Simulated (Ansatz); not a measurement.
# MgCd2Se3: the cost of one run

Program: Ansatz 0.2.0. Level of theory: DFT PBE, scalar-relativistic, plane waves, PAW. These are calculated values, not measurements.

## Step 1: Starting point

It takes space group I4/mmm (No. 139, tetragonal). Conventional cell: a = 4.133 Å, b = 4.133 Å, c = 17.535 Å, α = 90.00°, β = 90.00°, γ = 90.00°. Around Mg (site symmetry 4/mmm) lie 6 Se at 2.92 Å. Around Cd (site symmetry 4mm) lie 6 Se at 2.92 Å. Around Se (site symmetry 4/mmm) lie 4 Mg at 2.92 Å and 2 Cd at 2.92 Å. Se (site symmetry 4mm) is surrounded by 5 Cd at 2.92 Å and 1 Mg at 2.92 Å.

Structure file:

```xyz
6
Lattice="-2.0665 2.0665 8.7675 2.0665 -2.0665 8.7675 2.0665 2.0665 -8.7675" Properties=species:S:1:pos:R:3 pbc="T T T"
Mg    0.0000    0.0000    8.7675
Cd    0.0000    0.0000   14.6124
Cd    0.0000    0.0000    2.9225
Se    0.0000    0.0000    0.0000
Se    0.0000    0.0000   11.6900
Se    0.0000    0.0000    5.8450
```

The start is an ordering of an alloy on its end members' structure types: elements ordered on the sites of the MgSe type, Cd/Mg on Mg (I4/mmm, No. 139).

## Step 2: The guess as it stands, on a coarse mesh

input.yaml

```yaml
crystal:
  lattice:
    - [-2.06651078, 2.06651078, 8.76746271]
    - [2.06651078, -2.06651078, 8.76746271]
    - [2.06651078, 2.06651078, -8.76746271]
  atoms:
    - { symbol: Mg, position: [0.5, 0.5, 0.0] }
    - { symbol: Cd, position: [0.83333333, 0.83333333, 0.0] }
    - { symbol: Cd, position: [0.16666667, 0.16666667, 0.0] }
    - { symbol: Se, position: [0.0, 0.0, 0.0] }
    - { symbol: Se, position: [0.66666667, 0.66666667, 0.0] }
    - { symbol: Se, position: [0.33333333, 0.33333333, 0.0] }
basis:
  ecutwfc: 420
kpoints:
  mp_grid: { grid: [6, 6, 6] }
hamiltonian:
  xc: pbe
scf:
  occupations: { method: gaussian, width: 0.1 }
  lower_state_search: "off"
output:
  forces: true
  stress: true
  eigenvalues: true
```

The run is started by

```
$ ansatz run input.yaml --threads 1 --pin off --max-ram 2560MiB --backend cpu --events-out ev --progress --plain --runs-dir out
```

**Question.** How long does this run take on 1 thread of AMD EPYC 7R43 (Zen 3), shared host, and how much memory does it need?

About 8.6 s, with a peak of 0.56 GiB.
